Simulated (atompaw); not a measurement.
**Pseudopotential generation for zirconium: PAW (atompaw), PBE**

Do these settings give a usable potential? It is generated, then checked for scattering, ghosts and hardness.

Program: atompaw 4.2.0.5. Reference atom: PBE, scalar-relativistic, spherical and spin-unpolarised. All values are calculated.

1 further run of the same task is left out (it didn't finish).

## 1. The design

Typed settings, in words:

```json
{"element": "zirconium (Zr, Z = 40)", "type": "PAW", "frozen core": "[Ar] 3d10", "valence charge": "12", "reference configuration": "4s2 4p6 4d2 5s2 5p0", "partial waves": "4s (bound); 5s (bound); 4p (bound); 5p (bound, empty); 4d (bound); 4d channel at 0.05 Ry; 4f channel at 0.4 Ry", "local potential": "bessel scheme, radius 2.50 bohr", "core correction": "smooth core density matched at 1.80 bohr", "augmentation charge": "sinc compensation charge, radius 1.96 bohr; PAW radius 2.54 bohr; waves and projectors: bloechl"}
```

The outer shells as boxes (Hund's rule for the drawing; the calculation is spin-unpolarised):

```
[Ar] core
3d [↑↓][↑↓][↑↓][↑↓][↑↓]
4s [↑↓]
4p [↑↓][↑↓][↑↓]
4d [↑ ][↑ ][  ][  ][  ]
5s [↑↓]
5p [  ][  ][  ]
```

The nodes and maxima of the atom's own shells, from an earlier all-electron run, set the scale for the radii.

All-electron outer shells of the reference configuration (PBE, scalar-relativistic, ld1.x):

```json
{"shell": "3p", "level (eV)": "-317.66", "outermost node (bohr)": "0.18", "outermost maximum (bohr)": "0.40"}
{"shell": "3d", "level (eV)": "-174.71", "outermost node (bohr)": "–", "outermost maximum (bohr)": "0.35"}
{"shell": "4s", "level (eV)": "-54.50", "outermost node (bohr)": "0.55", "outermost maximum (bohr)": "1.08"}
{"shell": "4p", "level (eV)": "-32.46", "outermost node (bohr)": "0.56", "outermost maximum (bohr)": "1.17"}
{"shell": "5s", "level (eV)": "-4.44", "outermost node (bohr)": "1.47", "outermost maximum (bohr)": "3.15"}
{"shell": "4d", "level (eV)": "-3.60", "outermost node (bohr)": "0.58", "outermost maximum (bohr)": "1.59"}
{"shell": "5p", "level (eV)": "-1.47", "outermost node (bohr)": "1.70", "outermost maximum (bohr)": "4.15"}
```

## 2. The generation run

Input file Zr.input:

```
Zr 40
GGA-PBE scalarrelativistic loggrid 1500 logderivrange -6 5 276
5 5 4 0 0 0
5 1 0
4 2 2
0 0 0
c
c
c
v
v
c
c
v
v
c
v
3
2.54 1.96 2.50 1.80
n
n
y
0.05
n
y
0.4
n
bloechl sinc
bessel
PWSCFOUT
UPFDX 0.0125d0 UPFXMIN -7.d0 UPFZMESH 40.d0
END
```

Run with:

```sh
$ atompaw < Zr.input > Zr.log
```

Before running it: what results should come out? Wanted: cutoffs for 10 and 1 mRy, occupied levels; bound ghosts; largest phase difference near zero energy, channels read; lowest eigenvalue of the overlap; share of valence orbitals outside the PAW sphere; UPF file.

As calculated:

| quantity | value |
| --- | --- |
| cutoffs for 10 and 1 mRy, occupied levels | 25 Ry and 35 Ry |
| bound ghosts | none found |
| largest phase difference near zero energy, channels read | 0.006 rad |
| lowest eigenvalue of the overlap (Bessel basis) | 0.006 (d) |
| share of valence orbitals outside the PAW sphere | 4s 1 %, 5s 83 %, 4p 3 %, 5p 95 %, 4d 33 % |
| UPF file | written |

**Reading.** The overlap operator is nearly singular (0.006). By its cutoff, 25 Ry for the looser tolerance, it is soft on the atom at that tolerance. The slowest occupied level is 4p: taken alone it needs 30 Ry to come within 1 mRy, against 21 Ry for 4s. No bound ghost shows below the valence levels. Near zero energy the phases of the channels with partial waves agree within 0.006 rad. These are tests on the free atom; a crystal test is still owed.
